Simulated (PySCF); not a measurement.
# CH₇FSeSi₂: core binding energies at several levels of theory, part 2 of 3

PySCF 2.14.0. Atoms count from 0. The steps go on from the part before.

### Step 5. X-ray photoelectron lines: PBE, X2C

What the job is given:

```
{"job": {"kind": "xps", "xc": "PBE"}, "charge": 0, "multiplicity": 1}
C     -2.162019    -0.017407    -0.767617
Si    -0.869825    -0.145848     0.558482
F     -0.021209    -1.527610     0.339673
Se     0.625799     1.569350     0.424038
Si     2.484678     0.246209     0.197872
H     -1.692446    -0.094884    -1.759962
H     -2.909727    -0.819319    -0.663172
H     -2.680984     0.951861    -0.708580
H     -1.459399    -0.216145     1.922755
H      3.605391     1.227693     0.124919
H      2.441907    -0.556927    -1.055925
H      2.671827    -0.645506     1.376018
```

With the program's defaults for keys left out, this is: delta-SCF UKS PBE, pcX-2 on the ionised atom, pcseg-1 elsewhere, spin-free X2C.

What it wrote:

```text
ground state, core basis on atom 0 (C), 157 functions
  cycle   1  E = -3144.84749252  |g| = 6.38e-01
  cycle   2  E = -3144.67277530  |g| = 1.14e+00
  cycle   3  E = -3144.93499418  |g| = 1.54e-01
  cycle   4  E = -3144.93933737  |g| = 5.25e-02
  cycle   5  E = -3144.93998923  |g| = 8.45e-03
  cycle   6  E = -3144.94001846  |g| = 2.38e-03
  cycle   7  E = -3144.94001984  |g| = 6.60e-04
  cycle   8  E = -3144.94002057  |g| = 2.18e-04
  E(ground) = -3144.94405413 Eh
hole in C 1s of atom 0
  cycle   1  E = -3133.72752016  |g| = 1.52e+00
  cycle   2  E = -3131.85912949  |g| = 2.26e+00
  cycle   3  E = -3134.14032821  |g| = 4.78e-01
  cycle   4  E = -3134.21182708  |g| = 3.40e-01
  cycle   5  E = -3134.28533590  |g| = 9.93e-02
  cycle   6  E = -3134.29108559  |g| = 2.25e-02
  cycle   7  E = -3134.29145908  |g| = 5.92e-03
  cycle   8  E = -3134.29148517  |g| = 1.36e-03
  cycle   9  E = -3134.29148591  |g| = 9.41e-04
  cycle  10  E = -3134.29148578  |g| = 3.66e-04
  E(ion) = -3134.29560522 Eh   <S^2> = 0.7604   hole on atom = 1.000   binding energy = 289.759 eV
ground state, core basis on atom 1 (Si), 168 functions
  cycle   1  E = -3145.01529733  |g| = 2.70e-01
  cycle   2  E = -3145.01516618  |g| = 5.90e-02
  cycle   3  E = -3145.01481323  |g| = 6.01e-02
  cycle   4  E = -3145.01567491  |g| = 1.27e-02
  cycle   5  E = -3145.01571996  |g| = 2.44e-03
  cycle   6  E = -3145.01572277  |g| = 4.70e-04
  E(ground) = -3145.01988275 Eh
hole in Si 1s of atom 1
  cycle   1  E = -3076.13954806  |g| = 4.42e+00
  cycle   2  E = -3074.01709012  |g| = 2.93e+00
  cycle   3  E = -3072.41229850  |g| = 2.30e+00
  cycle   4  E = -3076.97795454  |g| = 7.19e-01
  cycle   5  E = -3077.04976084  |g| = 6.93e-01
  cycle   6  E = -3077.20887282  |g| = 2.03e-01
  cycle   7  E = -3077.22969271  |g| = 5.07e-02
  cycle   8  E = -3077.23084990  |g| = 1.67e-02
  cycle   9  E = -3077.23102758  |g| = 4.74e-03
  cycle  10  E = -3077.23104044  |g| = 8.99e-04
  cycle  11  E = -3077.23103962  |g| = 3.00e-04
  E(ion) = -3077.23515933 Eh   <S^2> = 0.7514   hole on atom = 1.000   binding energy = 1844.516 eV
hole in Si 2p of atom 1
  cycle   1  E = -3140.72962075  |g| = 1.24e+00
  cycle   2  E = -3139.31712920  |g| = 1.88e+00
  cycle   3  E = -3140.84569105  |g| = 5.25e-01
  cycle   4  E = -3141.03187589  |g| = 2.19e-01
  cycle   5  E = -3141.06092896  |g| = 9.03e-02
  cycle   6  E = -3141.06535056  |g| = 3.76e-02
  cycle   7  E = -3141.06592019  |g| = 1.09e-02
  cycle   8  E = -3141.06596522  |g| = 4.73e-03
  cycle   9  E = -3141.06597820  |g| = 8.41e-04
  cycle  10  E = -3141.06597747  |g| = 2.07e-04
  E(ion) = -3141.07012073 Eh   <S^2> = 0.7516   hole on atom = 1.002   binding energy = 107.478 eV
  2p3/2 = 107.197 eV   2p1/2 = 107.828 eV
ground state, core basis on atom 2 (F), 157 functions
  cycle   1  E = -3144.99125088  |g| = 1.40e-01
  cycle   2  E = -3144.99032848  |g| = 8.68e-02
  cycle   3  E = -3144.99015580  |g| = 9.55e-02
  cycle   4  E = -3144.99161288  |g| = 8.90e-03
  cycle   5  E = -3144.99163613  |g| = 1.51e-03
  cycle   6  E = -3144.99163809  |g| = 3.05e-04
  E(ground) = -3144.99518685 Eh
hole in F 1s of atom 2
  cycle   1  E = -3118.68015097  |g| = 2.62e+00
  cycle   2  E = -3117.97087428  |g| = 2.49e+00
  cycle   3  E = -3119.35951239  |g| = 6.06e-01
  cycle   4  E = -3119.37708085  |g| = 5.44e-01
  cycle   5  E = -3119.59731807  |g| = 6.03e-02
  cycle   6  E = -3119.59916144  |g| = 3.51e-02
  cycle   7  E = -3119.59989776  |g| = 8.80e-03
  cycle   8  E = -3119.59995009  |g| = 1.61e-03
  cycle   9  E = -3119.59995037  |g| = 2.75e-04
  E(ion) = -3119.60322821 Eh   <S^2> = 0.7541   hole on atom = 1.000   binding energy = 690.950 eV
ground state, core basis on atom 4 (Si), 168 functions
  cycle   1  E = -3145.00481878  |g| = 2.77e-01
  cycle   2  E = -3145.00217070  |g| = 1.53e-01
  cycle   3  E = -3145.00058513  |g| = 1.79e-01
  cycle   4  E = -3145.00584886  |g| = 1.53e-02
  cycle   5  E = -3145.00588377  |g| = 4.58e-03
  cycle   6  E = -3145.00588989  |g| = 4.27e-04
  E(ground) = -3145.00993980 Eh
hole in Si 1s of atom 4
  cycle   1  E = -3076.15996819  |g| = 4.42e+00
  cycle   2  E = -3075.38585953  |g| = 2.58e+00
  cycle   3  E = -3076.15555524  |g| = 1.17e+00
  cycle   4  E = -3077.01995941  |g| = 5.84e-01
  cycle   5  E = -3077.22892174  |g| = 2.57e-01
  cycle   6  E = -3077.25020666  |g| = 1.33e-01
  cycle   7  E = -3077.25579667  |g| = 2.76e-02
  cycle   8  E = -3077.25632761  |g| = 6.18e-03
  cycle   9  E = -3077.25635200  |g| = 1.79e-03
  cycle  10  E = -3077.25635369  |g| = 6.17e-04
  cycle  11  E = -3077.25635540  |g| = 1.01e-04
  E(ion) = -3077.26034014 Eh   <S^2> = 0.7516   hole on atom = 1.000   binding energy = 1843.561 eV
hole in Si 2p of atom 4
  cycle   1  E = -3140.74635579  |g| = 1.23e+00
  cycle   2  E = -3140.07130966  |g| = 1.49e+00
  cycle   3  E = -3140.90656904  |g| = 4.72e-01
  cycle   4  E = -3141.06517861  |g| = 1.80e-01
  cycle   5  E = -3141.08183061  |g| = 1.07e-01
  cycle   6  E = -3141.08628481  |g| = 2.35e-02
  cycle   7  E = -3141.08651555  |g| = 5.35e-03
  cycle   8  E = -3141.08653353  |g| = 2.34e-03
  cycle   9  E = -3141.08653526  |g| = 4.50e-04
  E(ion) = -3141.09049278 Eh   <S^2> = 0.7525   hole on atom = 1.002   binding energy = 106.654 eV
  2p3/2 = 106.388 eV   2p1/2 = 107.015 eV
```

Run time: 29 s. Hardware: 1 thread of Arm Neoverse V1, shared host; peak memory 0.6 GiB.

The holes in one table. −ε is the ground-state orbital energy:

| hole | stands for | environment | ΔSCF (eV; 2p as the shell's mean) | −ε (eV) | ⟨S²⟩ |
| --- | --- | --- | --- | --- | --- |
| C1s on C0 | C0 | methyl carbon bonded to Si | 289.76 | 269.2 | 0.760 |
| Si1s on Si1 | Si1 | silicon bonded to C, F, Se, H | 1844.52 | 1784.9 | 0.751 |
| Si2p on Si1 | Si1 | silicon bonded to C, F, Se, H | 107.41 | 95.3 | 0.752 |
| F1s on F2 | F2 | fluorine bonded to Si | 690.95 | 660.3 | 0.754 |
| Si1s on Si4 | Si4 | silicon bonded to Se, 3 H | 1843.56 | 1784.1 | 0.752 |
| Si2p on Si4 | Si4 | silicon bonded to Se, 3 H | 106.60 | 94.6 | 0.753 |

With the spin-orbit splitting: Si1 2p3/2 107.20, 2p1/2 107.83 eV; Si4 2p3/2 106.39, 2p1/2 107.01 eV. The table gives each 2p level as the mean over the whole 2p shell (two parts 2p3/2, one part 2p1/2), which differs a little from the single hole in the log.

### Step 6. Core-electron binding energies: HF, X2C

The job, as its differences from that of step 5:

```diff
@@ -1,2 +1,2 @@
-{"job": {"kind": "xps", "xc": "PBE"}, "charge": 0, "multiplicity": 1}
+{"job": {"kind": "xps", "xc": "HF"}, "charge": 0, "multiplicity": 1}
 C     -2.162019    -0.017407    -0.767617
```

Method: delta-SCF UKS HF, pcX-2 on the ionised atom, pcseg-1 elsewhere, spin-free X2C.

What it wrote:

```text
ground state, core basis on atom 0 (C), 157 functions
  cycle   1  E = -3142.00408911  |g| = 5.29e-01
  cycle   2  E = -3142.07403099  |g| = 2.80e-01
  cycle   3  E = -3142.08924306  |g| = 5.80e-02
  cycle   4  E = -3142.09045979  |g| = 1.47e-02
  cycle   5  E = -3142.09055156  |g| = 3.22e-03
  cycle   6  E = -3142.09055843  |g| = 8.70e-04
  cycle   7  E = -3142.09055920  |g| = 2.31e-04
  E(ground) = -3142.09055920 Eh
hole in C 1s of atom 0
  cycle   1  E = -3130.85653479  |g| = 1.49e+00
  cycle   2  E = -3131.22332782  |g| = 7.51e-01
  cycle   3  E = -3131.40935656  |g| = 9.77e-02
  cycle   4  E = -3131.41340472  |g| = 2.15e-02
  cycle   5  E = -3131.41389082  |g| = 1.45e-02
  cycle   6  E = -3131.41422066  |g| = 7.52e-03
  cycle   7  E = -3131.41435221  |g| = 2.21e-03
  cycle   8  E = -3131.41436221  |g| = 7.46e-04
  cycle   9  E = -3131.41436305  |g| = 2.17e-04
  E(ion) = -3131.41436305 Eh   <S^2> = 0.7831   hole on atom = 1.000   binding energy = 290.514 eV
ground state, core basis on atom 1 (Si), 168 functions
  cycle   1  E = -3142.16842860  |g| = 7.72e-02
  cycle   2  E = -3142.16878036  |g| = 1.01e-02
  cycle   3  E = -3142.16880076  |g| = 3.08e-03
  cycle   4  E = -3142.16880357  |g| = 8.49e-04
  cycle   5  E = -3142.16880391  |g| = 2.18e-04
  E(ground) = -3142.16880391 Eh
hole in Si 1s of atom 1
  cycle   1  E = -3073.16107142  |g| = 4.32e+00
  cycle   2  E = -3074.06077565  |g| = 1.05e+00
  cycle   3  E = -3074.20080596  |g| = 1.70e-01
  cycle   4  E = -3074.21302633  |g| = 5.67e-02
  cycle   5  E = -3074.21453276  |g| = 1.10e-02
  cycle   6  E = -3074.21463878  |g| = 4.76e-03
  cycle   7  E = -3074.21467677  |g| = 1.86e-03
  cycle   8  E = -3074.21468620  |g| = 8.65e-04
  cycle   9  E = -3074.21468864  |g| = 4.47e-04
  E(ion) = -3074.21468864 Eh   <S^2> = 0.7548   hole on atom = 1.000   binding energy = 1849.126 eV
hole in Si 2p of atom 1
  cycle   1  E = -3137.87853733  |g| = 1.21e+00
  cycle   2  E = -3138.13772697  |g| = 4.66e-01
  cycle   3  E = -3138.19931576  |g| = 7.49e-02
  cycle   4  E = -3138.20222159  |g| = 2.47e-02
  cycle   5  E = -3138.20264261  |g| = 8.75e-03
  cycle   6  E = -3138.20272761  |g| = 4.28e-03
  cycle   7  E = -3138.20276363  |g| = 1.72e-03
  cycle   8  E = -3138.20277074  |g| = 7.33e-04
  cycle   9  E = -3138.20277217  |g| = 2.95e-04
  E(ion) = -3138.20277217 Eh   <S^2> = 0.7574   hole on atom = 1.002   binding energy = 107.921 eV
  2p3/2 = 107.697 eV   2p1/2 = 108.292 eV
ground state, core basis on atom 2 (F), 157 functions
  cycle   1  E = -3142.14600746  |g| = 3.98e-02
  cycle   2  E = -3142.14612772  |g| = 1.01e-02
  cycle   3  E = -3142.14614120  |g| = 4.85e-03
  cycle   4  E = -3142.14614455  |g| = 5.83e-04
  cycle   5  E = -3142.14614471  |g| = 2.20e-04
  E(ground) = -3142.14614471 Eh
hole in F 1s of atom 2
  cycle   1  E = -3115.83573828  |g| = 2.56e+00
  cycle   2  E = -3116.51260339  |g| = 1.16e+00
  cycle   3  E = -3116.73387553  |g| = 7.75e-02
  cycle   4  E = -3116.73542011  |g| = 1.67e-02
  cycle   5  E = -3116.73560616  |g| = 6.98e-03
  cycle   6  E = -3116.73564202  |g| = 1.95e-03
  cycle   7  E = -3116.73564512  |g| = 4.74e-04
  E(ion) = -3116.73564512 Eh   <S^2> = 0.7607   hole on atom = 1.000   binding energy = 691.455 eV
ground state, core basis on atom 4 (Si), 168 functions
  cycle   1  E = -3142.15654587  |g| = 9.50e-02
  cycle   2  E = -3142.15705541  |g| = 4.24e-02
  cycle   3  E = -3142.15731302  |g| = 9.91e-03
  cycle   4  E = -3142.15732949  |g| = 7.79e-04
  cycle   5  E = -3142.15732989  |g| = 3.17e-04
  E(ground) = -3142.15732989 Eh
hole in Si 1s of atom 4
  cycle   1  E = -3073.18582587  |g| = 4.32e+00
  cycle   2  E = -3074.11196082  |g| = 1.04e+00
  cycle   3  E = -3074.23891297  |g| = 1.22e-01
  cycle   4  E = -3074.24557174  |g| = 3.47e-02
  cycle   5  E = -3074.24634400  |g| = 6.91e-03
  cycle   6  E = -3074.24642470  |g| = 3.82e-03
  cycle   7  E = -3074.24644842  |g| = 2.17e-03
  cycle   8  E = -3074.24646264  |g| = 1.02e-03
  cycle   9  E = -3074.24646684  |g| = 4.86e-04
  E(ion) = -3074.24646684 Eh   <S^2> = 0.7559   hole on atom = 1.000   binding energy = 1847.949 eV
hole in Si 2p of atom 4
  cycle   1  E = -3137.89964049  |g| = 1.20e+00
  cycle   2  E = -3138.17796989  |g| = 4.36e-01
  cycle   3  E = -3138.22657013  |g| = 4.84e-02
  cycle   4  E = -3138.22820236  |g| = 1.90e-02
  cycle   5  E = -3138.22857991  |g| = 7.97e-03
  cycle   6  E = -3138.22874185  |g| = 5.03e-03
  cycle   7  E = -3138.22881248  |g| = 2.77e-03
  cycle   8  E = -3138.22884501  |g| = 1.15e-03
  cycle   9  E = -3138.22885083  |g| = 3.79e-04
  E(ion) = -3138.22885083 Eh   <S^2> = 0.7715   hole on atom = 1.002   binding energy = 106.899 eV
  2p3/2 = 106.684 eV   2p1/2 = 107.278 eV
```

Run time: 46 s. Hardware: 1 thread of Arm Neoverse V1, shared host; peak memory 0.68 GiB.

The holes in one table. −ε is the ground-state orbital energy:

| hole | stands for | environment | ΔSCF (eV; 2p as the shell's mean) | −ε (eV) | ⟨S²⟩ |
| --- | --- | --- | --- | --- | --- |
| C1s on C0 | C0 | methyl carbon bonded to Si | 290.51 | 305.7 | 0.783 |
| Si1s on Si1 | Si1 | silicon bonded to C, F, Se, H | 1849.13 | 1877.8 | 0.755 |
| Si2p on Si1 | Si1 | silicon bonded to C, F, Se, H | 107.90 | 116.7 | 0.757 |
| F1s on F2 | F2 | fluorine bonded to Si | 691.45 | 715.9 | 0.761 |
| Si1s on Si4 | Si4 | silicon bonded to Se, 3 H | 1847.95 | 1876.8 | 0.756 |
| Si2p on Si4 | Si4 | silicon bonded to Se, 3 H | 106.88 | 115.8 | 0.771 |

With the spin-orbit splitting: Si1 2p3/2 107.70, 2p1/2 108.29 eV; Si4 2p3/2 106.68, 2p1/2 107.28 eV. The table gives each 2p level as the mean over the whole 2p shell (two parts 2p3/2, one part 2p1/2), which differs a little from the single hole in the log.

### Step 7. X-ray photoelectron lines: SCAN, X2C

The job, as its differences from that of step 6:

```diff
@@ -1,2 +1,2 @@
-{"job": {"kind": "xps", "xc": "HF"}, "charge": 0, "multiplicity": 1}
+{"job": {"kind": "xps", "basis": "pcX-1"}, "charge": 0, "multiplicity": 1}
 C     -2.162019    -0.017407    -0.767617
```

Method: delta-SCF UKS SCAN, pcX-1 on the ionised atom, pcseg-1 elsewhere, spin-free X2C.

What it wrote:

```text
ground state, core basis on atom 0 (C), 136 functions
  cycle   1  E = -3145.72162449  |g| = 6.15e-01
  cycle   2  E = -3145.61542567  |g| = 9.90e-01
  cycle   3  E = -3145.80099661  |g| = 1.30e-01
  cycle   4  E = -3145.80405379  |g| = 3.94e-02
  cycle   5  E = -3145.80443746  |g| = 6.99e-03
  cycle   6  E = -3145.80445817  |g| = 2.73e-03
  cycle   7  E = -3145.80446288  |g| = 1.02e-03
  cycle   8  E = -3145.80446159  |g| = 2.22e-04
  E(ground) = -3145.87362662 Eh
hole in C 1s of atom 0
  cycle   1  E = -3134.55913668  |g| = 1.50e+00
  cycle   2  E = -3133.87326299  |g| = 1.77e+00
  cycle   3  E = -3135.05447196  |g| = 3.72e-01
  cycle   4  E = -3135.09665064  |g| = 2.09e-01
  cycle   5  E = -3135.12344053  |g| = 4.89e-02
  cycle   6  E = -3135.12468651  |g| = 1.07e-02
  cycle   7  E = -3135.12473807  |g| = 5.56e-03
  cycle   8  E = -3135.12474905  |g| = 2.67e-03
  cycle   9  E = -3135.12475446  |g| = 7.23e-04
  cycle  10  E = -3135.12475362  |g| = 2.49e-04
  E(ion) = -3135.19351569 Eh   <S^2> = 0.7668   hole on atom = 1.000   binding energy = 290.621 eV
ground state, core basis on atom 1 (Si), 148 functions
  cycle   1  E = -3145.90361116  |g| = 1.87e-01
  cycle   2  E = -3145.90335731  |g| = 6.06e-02
  cycle   3  E = -3145.90331935  |g| = 5.66e-02
  cycle   4  E = -3145.90411053  |g| = 9.12e-03
  cycle   5  E = -3145.90411687  |g| = 3.62e-03
  cycle   6  E = -3145.90411516  |g| = 2.53e-04
  E(ground) = -3145.93157844 Eh
hole in Si 1s of atom 1
  cycle   1  E = -3076.91776020  |g| = 4.35e+00
  cycle   2  E = -3075.86806045  |g| = 2.49e+00
  cycle   3  E = -3076.84208472  |g| = 1.21e+00
  cycle   4  E = -3077.89909807  |g| = 3.39e-01
  cycle   5  E = -3077.96193265  |g| = 1.73e-01
  cycle   6  E = -3077.97502704  |g| = 9.77e-02
  cycle   7  E = -3077.97843889  |g| = 2.08e-02
  cycle   8  E = -3077.97866258  |g| = 7.15e-03
  cycle   9  E = -3077.97869507  |g| = 1.69e-03
  cycle  10  E = -3077.97869518  |g| = 5.09e-04
  cycle  11  E = -3077.97869825  |g| = 2.71e-04
  E(ion) = -3078.01525110 Eh   <S^2> = 0.7526   hole on atom = 1.000   binding energy = 1848.097 eV
hole in Si 2p of atom 1
  cycle   1  E = -3141.57694471  |g| = 1.23e+00
  cycle   2  E = -3140.96773567  |g| = 1.42e+00
  cycle   3  E = -3141.74599157  |g| = 4.57e-01
  cycle   4  E = -3141.89180274  |g| = 1.32e-01
  cycle   5  E = -3141.90202377  |g| = 4.95e-02
  cycle   6  E = -3141.90359996  |g| = 1.34e-02
  cycle   7  E = -3141.90370704  |g| = 4.30e-03
  cycle   8  E = -3141.90371295  |g| = 2.39e-03
  cycle   9  E = -3141.90371387  |g| = 6.86e-04
  cycle  10  E = -3141.90371485  |g| = 1.89e-04
  E(ion) = -3141.94293049 Eh   <S^2> = 0.7513   hole on atom = 1.003   binding energy = 108.537 eV
  2p3/2 = 108.259 eV   2p1/2 = 108.886 eV
ground state, core basis on atom 2 (F), 136 functions
  cycle   1  E = -3145.80299617  |g| = 4.89e-02
  cycle   2  E = -3145.80283781  |g| = 3.98e-02
  cycle   3  E = -3145.80328674  |g| = 1.44e-02
  cycle   4  E = -3145.80335477  |g| = 4.16e-03
  cycle   5  E = -3145.80336196  |g| = 1.14e-03
  cycle   6  E = -3145.80336116  |g| = 2.74e-04
  E(ground) = -3145.87518300 Eh
hole in F 1s of atom 2
  cycle   1  E = -3119.46458244  |g| = 2.58e+00
  cycle   2  E = -3119.31073884  |g| = 2.12e+00
  cycle   3  E = -3120.25969778  |g| = 4.05e-01
  cycle   4  E = -3120.26920731  |g| = 3.34e-01
  cycle   5  E = -3120.35209958  |g| = 3.61e-02
  cycle   6  E = -3120.35276096  |g| = 1.76e-02
  cycle   7  E = -3120.35293846  |g| = 3.56e-03
  cycle   8  E = -3120.35294396  |g| = 9.95e-04
  cycle   9  E = -3120.35294640  |g| = 2.54e-04
  E(ion) = -3120.42987274 Eh   <S^2> = 0.7560   hole on atom = 1.000   binding energy = 692.402 eV
ground state, core basis on atom 4 (Si), 148 functions
  cycle   1  E = -3145.90142026  |g| = 1.85e-01
  cycle   2  E = -3145.90105416  |g| = 7.07e-02
  cycle   3  E = -3145.90053718  |g| = 8.66e-02
  cycle   4  E = -3145.90174550  |g| = 8.09e-03
  cycle   5  E = -3145.90175750  |g| = 1.28e-03
  cycle   6  E = -3145.90175170  |g| = 1.77e-04
  E(ground) = -3145.92896137 Eh
hole in Si 1s of atom 4
  cycle   1  E = -3076.95042751  |g| = 4.35e+00
  cycle   2  E = -3076.83995354  |g| = 2.18e+00
  cycle   3  E = -3077.36906092  |g| = 9.16e-01
  cycle   4  E = -3077.90309453  |g| = 3.96e-01
  cycle   5  E = -3078.00789506  |g| = 1.41e-01
  cycle   6  E = -3078.01479118  |g| = 7.98e-02
  cycle   7  E = -3078.01689873  |g| = 1.51e-02
  cycle   8  E = -3078.01703303  |g| = 4.20e-03
  cycle   9  E = -3078.01704225  |g| = 1.42e-03
  cycle  10  E = -3078.01704307  |g| = 4.55e-04
  E(ion) = -3078.05288620 Eh   <S^2> = 0.7527   hole on atom = 1.000   binding energy = 1847.002 eV
hole in Si 2p of atom 4
  cycle   1  E = -3141.60674856  |g| = 1.23e+00
  cycle   2  E = -3141.29236941  |g| = 1.20e+00
  cycle   3  E = -3141.81790808  |g| = 3.90e-01
  cycle   4  E = -3141.92894148  |g| = 1.21e-01
  cycle   5  E = -3141.93649496  |g| = 6.84e-02
  cycle   6  E = -3141.93832789  |g| = 1.62e-02
  cycle   7  E = -3141.93842174  |g| = 4.05e-03
  cycle   8  E = -3141.93843270  |g| = 1.68e-03
  cycle   9  E = -3141.93843238  |g| = 5.08e-04
  cycle  10  E = -3141.93843220  |g| = 2.96e-04
  E(ion) = -3141.97728498 Eh   <S^2> = 0.7535   hole on atom = 1.002   binding energy = 107.531 eV
  2p3/2 = 107.275 eV   2p1/2 = 107.898 eV
```

It took 34 s on 1 thread of Arm Neoverse V1, shared host; peak memory 0.45 GiB.

Binding energies by hole, beside the orbital energy of the ground state; the difference holds orbital relaxation and, for a density functional, its self-interaction error:

| hole | stands for | environment | ΔSCF (eV; 2p as the shell's mean) | −ε (eV) | ⟨S²⟩ |
| --- | --- | --- | --- | --- | --- |
| C1s on C0 | C0 | methyl carbon bonded to Si | 290.62 | 273.6 | 0.767 |
| Si1s on Si1 | Si1 | silicon bonded to C, F, Se, H | 1848.10 | 1795.0 | 0.753 |
| Si2p on Si1 | Si1 | silicon bonded to C, F, Se, H | 108.47 | 97.7 | 0.751 |
| F1s on F2 | F2 | fluorine bonded to Si | 692.40 | 666.2 | 0.756 |
| Si1s on Si4 | Si4 | silicon bonded to Se, 3 H | 1847.00 | 1794.1 | 0.753 |
| Si2p on Si4 | Si4 | silicon bonded to Se, 3 H | 107.48 | 96.9 | 0.753 |

With the spin-orbit splitting: Si1 2p3/2 108.26, 2p1/2 108.89 eV; Si4 2p3/2 107.28, 2p1/2 107.90 eV. The table gives each 2p level as the mean over the whole 2p shell (two parts 2p3/2, one part 2p1/2), which differs a little from the single hole in the log.

[end of part 2 of 3]
